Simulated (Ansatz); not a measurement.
ZnRe2 in Ansatz: the effect of functional

The system is ZnRe2.

```
CELL_PARAMETERS angstrom
0.00000 2.89556 2.89556
2.89556 0.00000 2.89556
2.89556 2.89556 0.00000
ATOMIC_POSITIONS crystal
Zn 0.00000 0.00000 0.00000
Re 0.75000 0.75000 0.75000
Re 0.25000 0.25000 0.25000
```

The cell was built by a generator and needn't be a form met in nature.

Alike in all runs:

```yaml
Program: Ansatz 0.2.0
Task: band structure
Potentials_or_basis: Ansatz PAW
k_mesh: 8 × 8 × 8
Occupations: fermi-dirac, width 0.05 eV
Spin: no spin polarisation
```

| functional | cutoff | pressure (GPa) |
| --- | --- | --- |
| LDA | 420 eV (not typed: the program's choice for these potentials) | -12.2 |
| PBE | 420 eV (not typed: the program's choice for these potentials) | 0.0 |
| PBEsol | 420 eV (not typed: the program's choice for these potentials) | -7.6 |
| RPBE | 420 eV (not typed: the program's choice for these potentials) | 3.5 |
| revPBE | 420 eV (not typed: the program's choice for these potentials) | ? |
| BLYP | 420 eV (not typed: the program's choice for these potentials) | 9.4 |
| r2SCAN | 500 eV (not typed: the program's choice for these potentials) | -5.1 |

Problem. What does the run with functional revPBE give?

Solution. Pressure 2.5 GPa.

Caveats: the PAW data sets come from PBE, with cores solved anew for the run's functional, which leaves a small shift of forces and pressure (some runs).
